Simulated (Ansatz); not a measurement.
Working through a short molecular-dynamics run of C₂H₂AlCl, SMILES C#[C][AlH][Cl]

Computed with the Ansatz DFT code, driven from Python.

Interactive session:
```pycon
>>> import ansatz as az
>>> import numpy as np
>>> geometry_ang = [
...     ('C', [0.3164, 0.8884, -1.6388]),
...     ('C', [0.1298, 0.3739, -0.5909]),
...     ('Al', [-0.1161, -0.5184, 1.1033]),
...     ('Cl', [-1.1688, -2.3874, 1.2332]),
...     ('H', [0.3879, 1.4148, -2.5995]),
...     ('H', [0.4929, 0.1646, 2.4466]),
... ]
>>> molecule = az.Crystal.molecule()
>>> for symbol, xyz in geometry_ang:
...     molecule = molecule.atom(symbol, xyz)
...
>>> job = (
...     molecule.calculation()
...     .basis(gaussian='6-31G*')
...     .functional('b3lyp')
...     .accuracy('high')
...     .md('nvt_nose_hoover', timestep=0.25, steps=40, temperature=300, initial_velocities='maxwell_boltzmann', seed=31, thermostat_time=10)
... )
>>> frames = []
>>> job.session().plan().execute(on_event=lambda e: frames.append(e['data']) if e['event'] == 'md_step' else None)
<ansatz.RunOutcome object at 0x...>
>>> print('t (fs)   E_pot (eV)      E_kin (eV)   T (K)   d(0-1) (A)')
t (fs)   E_pot (eV)      E_kin (eV)   T (K)   d(0-1) (A)
>>> for f in frames[::2]:
...     xyz = np.array(f['positions_ang'])
...     print(f'{f["time_fs"]:6.2f} {f["lagrangian_ev"]:14.5f} {f["e_kin_ev"]:10.5f} {f["temperature_k"]:8.1f} {np.linalg.norm(xyz[0] - xyz[1]):9.4f}')
...
  0.00   -21226.16034    0.15511    300.0    1.1822
  0.50   -21226.15580    0.15062    291.3    1.1809
  1.00   -21226.16417    0.15899    307.5    1.1817
  1.50   -21226.18407    0.17880    345.8    1.1845
  2.00   -21226.21022    0.20467    395.9    1.1893
  2.50   -21226.23493    0.22872    442.4    1.1956
  3.00   -21226.25044    0.24301    470.0    1.2032
  3.50   -21226.25162    0.24231    468.6    1.2115
  4.00   -21226.23797    0.22623    437.5    1.2200
  4.50   -21226.21398    0.19958    386.0    1.2283
  5.00   -21226.18742    0.17039    329.6    1.2359
  5.50   -21226.16588    0.14643    283.2    1.2425
  6.00   -21226.15360    0.13193    255.2    1.2479
  6.50   -21226.15022    0.12647    244.6    1.2517
  7.00   -21226.15214    0.12639    244.4    1.2541
  7.50   -21226.15509    0.12739    246.4    1.2550
  8.00   -21226.15626    0.12670    245.0    1.2546
  8.50   -21226.15512    0.12380    239.4    1.2529
  9.00   -21226.15300    0.12002    232.1    1.2501
  9.50   -21226.15202    0.11748    227.2    1.2463
 10.00   -21226.15410    0.11806    228.3    1.2419
>>> kept = np.array([f['conserved_ev'] for f in frames])
>>> print(f'conserved energy moves by at most {1000 * np.ptp(kept):.3f} meV')
conserved energy moves by at most 0.458 meV
```

Reading the output:
- The settings weren't tested for convergence.
- The trajectory is only some femtoseconds long, so its temperature is not equilibrated; where the script doesn't relax first, it starts from a rough generated geometry.
- b3lyp holds the VWN-RPA fit, as in Gaussian; the form of ORCA and Turbomole is b3lyp5.
- The temperature counts the internal degrees of freedom alone.
- Timing: 5.4 min on 1 thread of Arm Neoverse V1 (shared host), peak memory 0.29 GiB.

(Lines on the test bed's own set-up are left out of the output.)
